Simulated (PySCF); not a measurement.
**A diatomic session: SbSe**

Aim: find the lowest electronic state of SbSe, scan its bond at several levels of theory, and get bond length, wavenumber and dissociation energy from each curve.

Computed with PySCF 2.14.0. Level: Sb cc-pVDZ-PP with ECP28, Se cc-pVDZ-PP with ECP10, scalar-relativistic core potentials.

## Step 1: Set-up

Settings of the job:

```yaml
atoms: Sb, Se
charge: 0
basis: Sb cc-pVDZ-PP with ECP28, Se cc-pVDZ-PP with ECP10
Hamiltonian: scalar-relativistic core potentials
basis_functions: 46
electrons_treated: 47
masses_in_u: 120.9038, 79.9165
levels: PBE0, PBE, r²SCAN, B97-3, BLYP, r²SCAN0, HSE06, HF, MP2, SCS-MP2, CCSD, CCSD(T)
grid: 80 radial by 434 angular points
occupations: held fixed by the projection of orbital angular momentum
dissociation_limit: Sb + Se, each in its ground configuration
starting_distance_in_angstrom: 2.480
values_of_2S_to_try: 1, 3, 5
```

Command:

```console
OMP_NUM_THREADS=1 python dia.py task.json out
```

The runs that follow: PBE0 along the bond; Other states along the same grid; PBE; r²SCAN; B97-3; BLYP; r²SCAN0 (hybrid meta-GGA); HSE06 (range-separated hybrid); UHF (mean field); Adding correlation.

**Question.** What will these runs give? Wanted: for each run, Re; ωe; De; μ.

The runs gave:

Lowest PBE0 solution found, without spin–orbit coupling: ²Π (doublet), unpaired electrons π ↑. State 2 has its PBE0 minimum 1.18 eV higher. State 3 has its PBE0 minimum 1.54 eV higher, as a spin-mixed determinant (⟨S²⟩ = 1.76), so this is no gap between pure states. The other levels ran on the lowest alone.

```
   level  Re (Å)  ωe (cm⁻¹)  De (eV)  μ (D)
UHF-CCSD   2.368        326     2.09    n/a
     PBE   2.379        317     3.45  -1.75
    BLYP   2.405        303     3.44  -1.73
  r²SCAN   2.355        331     3.09  -1.91
    PBE0   2.345        338     2.99  -1.99
   B97-3   2.356        336     3.05  -2.14
   HSE06   2.349        338     3.12  -1.94
```

De is counted to Sb + Se in their ground configurations. A positive dipole means Sb(−)Se(+). No constants: UHF (the points don't follow one smooth fit); UHF-MP2 (the points don't follow one smooth fit); UHF-SCS-MP2 (the points don't follow one smooth fit); UHF-CCSD(T) (the points don't follow one smooth fit); r²SCAN0 (the points don't follow one smooth fit).

**Reading.** The methods spread over 0.060 Å in bond length, from PBE0 to BLYP. Of the levels with a De here, UHF-CCSD gives the least (2.09 eV) and PBE the most (3.45 eV).

Correlated steps freeze 8 core orbitals. These are scalar-relativistic numbers at best; spin–orbit coupling would shift them, the dissociation energy most. T1 is 0.023 near the minimum (highest on the curve 0.058), which may point to more than one leading configuration. At some levels the lowest empty orbital lies below the highest filled one (the two can be of opposite spin). With spin–orbit coupling the term label itself may not hold.
